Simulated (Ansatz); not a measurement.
MgCd3, space group Pm-3m, a comparison of functionals at one structure

Program: Ansatz's Python interface.

`xc_mgcd3.py`:
```python
"""Functional comparison for MgCd3 (totals differ with the potentials too)."""

import warnings

import ansatz as az


def main() -> None:
    warnings.simplefilter("ignore", az.DeckWarning)

    system = (
        az.Lattice.of([4.394982, 0.0, 0.0], [0.0, 4.394982, 0.0], [0.0, 0.0, 4.394982])
        .atom("Mg", [0.0, 0.0, 0.0])
        .atom("Cd", [0.5, 0.5, 0.0])
        .atom("Cd", [0.5, 0.0, 0.5])
        .atom("Cd", [0.0, 0.5, 0.5])
    )

    model = system.calculation().pseudopotentials("paw").occupations(az.OccupationsMethod.FERMI_DIRAC).kpoints(5)

    rows = []
    for value in ["pbesol", "lda", "blyp"]:
        report = model.functional(value).run().report
        rows.append((value, report["free_energy_ev"] / len(report["lattice"]["sites"]), report["n_iterations"], report["n_kpoints"]))

    print("  functional   F/atom (eV)    iterations      k-points")
    for row in rows:
        print(f"{str(row[0]):>12s}  {row[1]:12.5f}  {row[2]:12d}  {row[3]:12d}")


if __name__ == "__main__":
    main()
```

```console
$ python xc_mgcd3.py
  functional   F/atom (eV)    iterations      k-points
      pbesol   -6616.13239             7            10
         lda   -6563.88093             7            10
        blyp   -6684.24749             7            10
```

Reading the output:
- BLYP and dispersion corrections can be off by several per cent in the lattices of metals, and by several GPa in the pressure at a fixed cell.
- The mesh is modest for a metal, so energies can be off by several to tens of meV an atom and pressures by half a GPa or more; differences at equal mesh fare better.
- This cell is a computed structure, which may not be the phase found in nature.
- Total energies of different functionals can't be compared; pressures, moments and gaps at this one structure can.
- Hardware and time: 4.6 s on 1 thread of Intel(R) Xeon(R) Processor @ 2.30GHz, on a shared host, peak memory 0.5 GiB.
